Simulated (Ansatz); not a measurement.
**TcN2 (Fm-3m): single point**

What energy and properties does TcN2 (Fm-3m) have at the given structure? Aim: a single point, for TcN2 (Fm-3m), run from a script.

All numbers are computed with Ansatz 0.2.0, driven from Python. Level of theory: DFT PBEsol, plane waves, PAW.

## (1) The system

The structure is cubic, space group Fm-3m (No. 225). The conventional cell has a = 4.889 Å, b = 4.889 Å, c = 4.889 Å, α = 90.00°, β = 90.00°, γ = 90.00°. Tc (site symmetry m-3m) is surrounded by 8 N at 2.12 Å. N (site symmetry -43m) has 4 Tc at 2.12 Å as nearest neighbours.

No structure file is read: the coordinates are typed or built in the script.

## (2) The script

tcn2.py reads:

```python
"""Ground state of TcN2 at the given structure."""

import json

import ansatz as az


def main() -> None:
    lattice = az.Lattice.of(
        (0.0, 2.44455, 2.44455),
        (2.44455, 0.0, 2.44455),
        (2.44455, 2.44455, 0.0),
    )
    sites = [
        ("Tc", (0.0, 0.0, 0.0)),
        ("N", (0.75, 0.75, 0.75)),
        ("N", (0.25, 0.25, 0.25)),
    ]
    tcn2 = az.Crystal(lattice=lattice)
    for symbol, position in sites:
        tcn2 = tcn2.atom(symbol, position)

    # functional, basis and sampling
    calc = (
        tcn2.calculation()
        .kpoints(8, 8, 8, center="gamma")
        .functional(az.Functional.PBESOL)
        .occupations(az.OccupationsMethod.FERMI_DIRAC, width=0.1)
    )
    out = calc.run(threads=1, pin="off")
    r = out.report

    for key in ("converged", "n_iterations", "n_electrons", "n_kpoints", "n_pw", "n_symmetry_ops", "free_energy_ev", "fermi_energy_ev"):
        print(f"{key:18s} {r[key]}")

    keep = ["free_energy_ev", "energy_sigma0_ev", "fermi_energy_ev", "n_iterations", "converged", "magnetization_mub", "n_kpoints"]
    with open("tcn2.json", "w") as handle:
        json.dump({key: r[key] for key in keep}, handle, indent=1)

    used = r["setup"]
    print("cutoffs (eV):", used["ecut_ev"], used["ecutrho_ev"], " FFT grid:", used["fft_dense"])
    print("cell volume {:.3f} A^3, {} symmetry operations".format(used["cell_volume_ang3"], used["n_sym_ops"]))


if __name__ == "__main__":
    main()
```

## (3) The run

On the command line:

```sh
> python tcn2.py
```

Output:

```text
DeckWarning: basis.ecutwfc = 500 eV, auto-derived from the records' recommended cutoffs: set by Tc (normal level)
converged          True
n_iterations       7
n_electrons        25.0
n_kpoints          29
n_pw               725
n_symmetry_ops     48
free_energy_ev     -6092.683547456192
fermi_energy_ev    15.041930600069565
cutoffs (eV): 500.0 2000.0  FFT grid: [27, 27, 27]
cell volume 29.216 A^3, 48 symmetry operations
```

(Warnings from the package without file and line.)

It took 1.7 s on 1 thread, shared host.

File tcn2.json afterwards:

```json
{
 "free_energy_ev": -6092.683547456192,
 "energy_sigma0_ev": -6092.6394202218025,
 "fermi_energy_ev": 15.041930600069565,
 "n_iterations": 7,
 "converged": true,
 "magnetization_mub": 0.0,
 "n_kpoints": 29
}
```

Lines on the test bed's own set-up are left out of the output.

## (4) The run's own record

From the engine's report, whether the script printed it or not:

| item | value |
| --- | --- |
| SCF cycles in all | 7 |
| k-points solved | 29 |
| plane waves | 725 |
| bands | 17 |
| valence electrons | 25 |
| free energy (eV) | -6092.68355 |
| Fermi level (eV) | 15.042 |

## (5) The same input on the command line

Run from a file, the same calculation prints its log.

input.yaml reads:

```yaml
crystal:
  lattice:
    - [0.0, 2.44455, 2.44455]
    - [2.44455, 0.0, 2.44455]
    - [2.44455, 2.44455, 0.0]
  atoms:
    - { symbol: Tc, position: [0.0, 0.0, 0.0] }
    - { symbol: "N", position: [0.75, 0.75, 0.75] }
    - { symbol: "N", position: [0.25, 0.25, 0.25] }
kpoints:
  mp_grid: { grid: [8, 8, 8], shift: [0.0, 0.0, 0.0] }
hamiltonian:
  xc: pbesol
scf:
  occupations: { method: fermi_dirac, width: 0.1 }
```

On the command line:

```sh
> ansatz run input.yaml --threads 1 --pin off --max-ram 3072MiB --backend cpu --events-out ev --progress --plain --runs-dir out
```

Output:

```text
Warning: RAYON_NUM_THREADS=1 ignored (pool sized by the plan → 1); use --threads N
Engine: ansatz 0.2.0, x86_64-unknown-linux-gnu
Pseudopotentials: kind: paw
Pseudopotential: Tc, paw, valence charge 15, recommended cutoff 500 eV (normal), Tc.paw.azcp
Pseudopotential: N, paw, valence charge 5, recommended cutoff 420 eV (normal), N.paw.azcp
Functional definition: PBEsol
  exchange = pbesol_x
  correlation = pbesol_c
Crystal: 3 atoms, lattice volume = 29.216 Å³
Basis set: ecut = 500 eV, 725 PW (Γ)
Bands: 17, of which v1, the nominal top of the filled ones, is band 13 counted from 1 (12 counted from 0)
Symmetry: 48 space group operations
Space group: Fm-3m (ITA 225), of the structure as read, at distance tolerance 3.1e-5 Å
k-points: 29 of 512
Non-local potential: Tc, projectors of the file, l = 0: 3, l = 1: 3, l = 2: 2, l = 3: 2
Non-local potential: N, projectors of the file, l = 0: 2, l = 1: 2, l = 2: 1
PAW form: soft (Blöchl's): semilocal exchange-correlation on the pseudo side does not see the compensation charge
PAW frozen core: Tc, regenerated for the run's functional, and the local potential with it (the file was generated under x = pbe(κ = 0.804, μ = 0.2195149727645171), c = pbe(β = 0.06672455060314922))
PAW frozen core: N, regenerated for the run's functional, and the local potential with it (the file was generated under x = pbe(κ = 0.804, μ = 0.2195149727645171), c = pbe(β = 0.06672455060314922))
PAW one-centre angular grid: Tc, 590 points (default); XC on 64 Gauss nodes
PAW one-centre angular grid: N, 110 points (default); XC on 64 Gauss nodes
Initial density: superposition of atomic densities (chi_scale 0.1, normalization cell, long waves kept (reshape's long-wave potential 0.00 eV rms))
Initial wavefunctions: pseudopotential atomic-orbital guess
Functional: x = pbesol(κ = 0.804, μ = 0.12345679012345678), c = pbesol(β = 0.046)
SCF iter   1: F=—  HF=-6092.790807 eV  |F-HF|=—  |Δ(HF+E_count)|=         —  Δρ=5.33e-2  dr2=7.48e-1  ethr=3.10e-3  ⟨swp⟩=5.0  Hψ=2139  notcnv=0
preconditioner: auto → Kerker (q_TF=auto, 2.658 Å⁻¹)  [metal: Δε(μ)=0.037 eV  Ē_g=9.183 eV  σ=0.100 eV  W_gap=0.09  n_scr=14 (ndim 8)  ℏωp=28.3 eV  f_vac=0.000  D(μ)=3.12/eV (n_scr^D=50)]
SCF iter   2: F=—  HF=-6092.736804 eV  |F-HF|=—  |Δ(HF+E_count)|=   5.40e-2  Δρ=3.49e-2  dr2=3.47e-1  ethr=2.99e-3  ⟨swp⟩=1.0  Hψ=725  notcnv=0
SCF iter   3: F=—  HF=-6092.680498 eV  |F-HF|=—  |Δ(HF+E_count)|=   5.63e-2  Δρ=5.00e-3  dr2=7.19e-3  ethr=1.39e-3  ⟨swp⟩=2.3  Hψ=675  notcnv=0
SCF iter   4: F=—  HF=-6092.682844 eV  |F-HF|=—  |Δ(HF+E_count)|=   2.35e-3  Δρ=1.69e-3  dr2=1.24e-3  ethr=2.88e-5  ⟨swp⟩=1.7  Hψ=602  notcnv=0
SCF iter   5: F=—  HF=-6092.683535 eV  |F-HF|=—  |Δ(HF+E_count)|=   6.91e-4  Δρ=3.83e-4  dr2=3.59e-5  ethr=4.95e-6  ⟨swp⟩=2.0  Hψ=715  notcnv=0
SCF iter   6: F=—  HF=-6092.683547 eV  |F-HF|=—  |Δ(HF+E_count)|=   1.20e-5  Δρ=3.63e-5  dr2=2.46e-7  ethr=1.44e-7  ⟨swp⟩=2.0  Hψ=619  notcnv=0
SCF iter   7: F=-6092.683547 eV  HF=-6092.683547 eV  |F-HF|=2.31e-8  |Δ(HF+E_count)|=   7.99e-7  Δρ=7.69e-6  dr2=1.01e-8  ethr=4.00e-10  ⟨swp⟩=3.0  Hψ=1099  notcnv=0
SCF 1 converged in 7 iterations: F = -6092.683547 eV  dr2 = 1.01e-8
SCF converged after 7 iterations
Free energy (F): -6092.683547 eV
Harris-Foulkes:  -6092.683547 eV  (|F-HF|=2.31e-8)
Internal energy: -6092.595293 eV  (E = F + TS)
E sigma→0 (E₀):  -6092.639420 eV
Entropy (-TS):   -0.088254 eV (-29.418 meV/atom)
Fermi energy:    15.041931 eV
--- Per-component energies (eV) ---
  E_band       = -98.715283
  E_kinetic    = 872.179603
  E_local      = -1725.401620  (includes V_loc(G=0)·N_el)
  E_nonlocal   = 381.494771
  E_hartree    = 486.406309
  E_xc         = -353.314498
  E_vxc        = -441.310344  (∫ρ·V_xc dr)
  E_paw        = -3462.975276  (= ΣΔE_a)
  E_vpaw       = -158.490945  (= ΣTr[D̂ρ^β])
  E_aug_tail   = 0.000020  (compensation charges beyond the density's cutoff)
  E_ewald      = -2291.267644
  E_core_change = 0.283042  (= ΣΔE_core)
  E_smearing   = -0.088254  (= −TS)
  E_closure    = -0.000000  (closes the sum)
  Σ components = -6092.683547   (vs F -6092.683547, Δ=0.00e0)
```

Run time: 0.86 s. Hardware: 1 thread of an x86-64 CPU, shared host; peak memory 0.32 GiB.

Script and command line differ by 0.000 meV in the energy.

## (6) Results

```
       quantity                               value
    free energy  -6092.6835 eV (-2030.8945 eV/atom)
gap on the mesh                                none
```

The mesh shows no gap. What to keep in mind:
- The run is spin-unpolarised.
- The mesh is modest for a metal, so energies can be off by several to tens of meV an atom and pressures by half a GPa or more; differences at equal mesh fare better.
- The zero of the levels is a convention of the potentials, so an absolute Fermi energy is no work function.
- This cell is a computed structure, which may not be the phase found in nature.
